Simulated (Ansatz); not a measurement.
# YTe: stress in a strained cell

YTe is deformed so: equal xy, yz and zx engineering shear strains of -1 %. What stress and forces result, by LAPW, PAW and all-electron datasets made for the crystal?

Computed with Ansatz 0.2.0 (DFT PBEsol, scalar-relativistic, unless a step's input says otherwise).

## Step 1: Starting point

The structure is cubic, space group Fm-3m (No. 225). Conventional cell: a = 6.095 Å, b = 6.095 Å, c = 6.095 Å, α = 90.00°, β = 90.00°, γ = 90.00°. Around Y (site symmetry m-3m) lie 6 Te at 3.05 Å. Te (site symmetry m-3m) is surrounded by 6 Y at 3.05 Å.

Coordinates:

```
CELL_PARAMETERS angstrom
0.00000 3.04750 3.04750
3.04750 0.00000 3.04750
3.04750 3.04750 0.00000
ATOMIC_POSITIONS crystal
Y 0.00000 0.00000 0.00000
Te 0.50000 0.50000 0.50000
```

Atoms are numbered in the order of the input: Y1, Te2.

## Step 2: The deformed structure

Space group Fm-3m before, R-3m after.

## Step 3: Full-potential LAPW

input.yaml

```yaml
crystal:
  lattice:
    - [-0.030475, 3.0322625, 3.0322625]
    - [3.0322625, -0.030475, 3.0322625]
    - [3.0322625, 3.0322625, -0.030475]
  atoms:
    - { symbol: "Y", position: [0.0, 0.0, 0.0] }
    - { symbol: Te, position: [0.5, 0.5, 0.5] }
kpoints:
  mp_grid: { grid: [12, 12, 12] }
  band_path:
    path:
      - [0.0, 0.0, 0.0]
      - [0.5, 0.5, 0.5]
      - [0.2525443832, 0.5, 0.7474556168]
      - [-0.2525443832, 0.2525443832, 0.5]
      - [0.0, 0.0, 0.5]
      - [0.0, 0.0, 0.0]
      - [-0.3762721916, 0.0, 0.3762721916]
      - [0.0, 0.3762721916, 0.6237278084]
      - [0.0, 0.5, 0.5]
    npoints: 5
scf:
  occupations: { method: fermi_dirac, width: 0.05 }
hamiltonian:
  xc: pbesol
  pseudopotentials: { kind: all_electron, lapw: { basis_error: 0.0005 } }
output:
  forces: true
  stress: true
  eigenvalues: true
```

Launch:

```bash
$ ansatz run input.yaml --threads 1 --pin off --max-ram 3072MiB --backend cpu --events-out ev --progress --plain --runs-dir out
```

## Step 4: PAW on the default files

input.yaml

```yaml
crystal:
  lattice:
    - [-0.030475, 3.0322625, 3.0322625]
    - [3.0322625, -0.030475, 3.0322625]
    - [3.0322625, 3.0322625, -0.030475]
  atoms:
    - { symbol: "Y", position: [0.0, 0.0, 0.0] }
    - { symbol: Te, position: [0.5, 0.5, 0.5] }
kpoints:
  mp_grid: { grid: [12, 12, 12] }
scf:
  occupations: { method: fermi_dirac, width: 0.05 }
hamiltonian:
  xc: pbesol
  pseudopotentials: { kind: paw }
output:
  forces: true
  stress: true
  eigenvalues: true
  efg: { contact_densities: true }
  write_density: true
  write_potential: true
  elf: true
  volumetric_format: npy
```

## Step 5: All-electron PAW on datasets made for the crystal

input.yaml: that of step 4 with these lines changed.

```diff
@@ -14,3 +14,3 @@
   xc: pbesol
-  pseudopotentials: { kind: paw }
+  pseudopotentials: { kind: all_electron, datasets: crystal }
 output:
@@ -20,5 +20 @@
   efg: { contact_densities: true }
-  write_density: true
-  write_potential: true
-  elf: true
-  volumetric_format: npy
```

(Steps that only read results are left out.)

Q: Predict the outcome of this session. Wanted: pressure; largest shear or deviatoric stress.

The runs gave:

```
                                 quantity                                              value
                                 pressure  LAPW -0.50, PAW -0.51, crystal datasets -0.50 GPa
largest shear or deviatoric stress (LAPW)                                           0.11 GPa
```

**Reading.** The largest part of the stress beyond the pressure is 0.11 GPa in size; the atoms are carried along and not relaxed. No run of the undeformed cell stands beside it, so the pressure holds what the given cell had before the change. PAW: stress within 0.01 GPa of LAPW. Crystal datasets: stress within 0.01 GPa of LAPW. Spin-orbit coupling is left out, though the cell holds Te; in elements this heavy it can shift bands and gaps by tenths of an eV.
